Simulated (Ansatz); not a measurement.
# AsH₂ (quartet): wave-function methods side by side, aug-cc-pVDZ

How much of the correlation energy of AsH₂ (quartet) does each wave-function method recover here?

Method: aug-cc-pVDZ, core rule «outside noble gas», up to 14 orbitals frozen; program: Ansatz 0.2.0, Gaussian basis.

The runs, in order: UHF; CCSD(T) on ROHF; CCSD(T) on UHF; BCCD(T) on ROHF; CISD; CCSDT(Q) on ROHF; CCSDT(Q) on UHF; CCSDTQ on ROHF; CASSCF and MRCISD+Q, 7 electrons in 6 orbitals; CASSCF and NEVPT2, 7 electrons in 6 orbitals.

5 further runs of the same task are left out: 5 set aside as unsound or not needed.

### 1 The system

The geometry is a PBE0/def2-TZVPD stationary point (not a proven minimum) of the parent state, kept for this charge and spin. No spin-orbit coupling is included. The filled d shell of As may be among the frozen orbitals whatever the setting's name suggests; the logs give the count.

3 atoms, charge 0, spin multiplicity 4.

Atoms are counted from 1 here; the program's logs count them from 0.

Bond lengths: As1–H2 1.529 Å.

### 2 UHF

Input file in.yaml:

```yaml
crystal:
  periodic: [false, false, false]
  atoms:
    - {symbol: As, position_ang: [0.000000, 0.019104, 0.027157]}
    - {symbol: H, position_ang: [0.000000, -1.503296, -0.111117]}
    - {symbol: H, position_ang: [0.000000, 0.083270, -1.907532]}
basis:
  gaussian: {orbitals: aug-cc-pVDZ}
magnetization: {spin_polarized: true, initial_magnetization: 3}
hamiltonian: {xc: hf}
output: {orbitals: {seedname: orbitals}}
```

Launch:

```
> ansatz run in.yaml --threads 1 --pin off --events-out ev --progress --plain --max-ram 4096MiB --backend cpu
```

The runs that follow: CCSD(T) on ROHF; CCSD(T) on UHF; BCCD(T) on ROHF; CISD; CCSDT(Q) on ROHF; CCSDT(Q) on UHF; CCSDTQ on ROHF; CASSCF and MRCISD+Q, 7 electrons in 6 orbitals; CASSCF and NEVPT2, 7 electrons in 6 orbitals.

**Question.** What will the summary of the whole plan be? Wanted: RCCSDTQ below the RHF energy; RMP2 from RCCSDTQ; UMP2 from RCCSDTQ; RCCSD from RCCSDTQ; RCCSD(T) from RCCSDTQ; UCCSD(T) from RCCSDTQ; RCCSDT(Q) from RCCSDTQ; UCCSDT(Q) from RCCSDTQ; NEVPT2 valence from RCCSDTQ.

As calculated:

```
                         quantity                                                                                value
     RCCSDTQ below the RHF energy                                                                           -3.1075 eV
                RMP2 from RCCSDTQ                                                                           +698.4 meV
                UMP2 from RCCSDTQ                                                                           +691.8 meV
               RCCSD from RCCSDTQ                                                                            +97.3 meV
            RCCSD(T) from RCCSDTQ                                                                            +21.7 meV
            UCCSD(T) from RCCSDTQ                                                                            +12.5 meV
           RCCSDT(Q) from RCCSDTQ                                                                             +0.6 meV
           UCCSDT(Q) from RCCSDTQ                                                                             -8.6 meV
      NEVPT2 valence from RCCSDTQ                                                                           +652.6 meV
    MRCISD+Q valence from RCCSDTQ                                                                             -0.7 meV
levels within 1 kcal/mol (43 meV)  RCCSD(T), UCCSD(T), BCCD(T), RCCSDT, UCCSDT, RCCSDT(Q), UCCSDT(Q), MRCISD+Q valence
                    T1 diagnostic                                                                                0.024
   effectively unpaired electrons                                                                                 3.01
```

**Reading.** RCCSD(T) lands +21.7 meV from the yardstick (0.7 % of the correlation energy). One determinant dominates. Of the multireference levels listed MRCISD+Q valence comes nearest in total energy (-0.7 meV), which doesn't show that its space is the better one. These misses are within one basis, not against nature; the frozen cores of restricted and unrestricted runs differ, which can shift their rows.
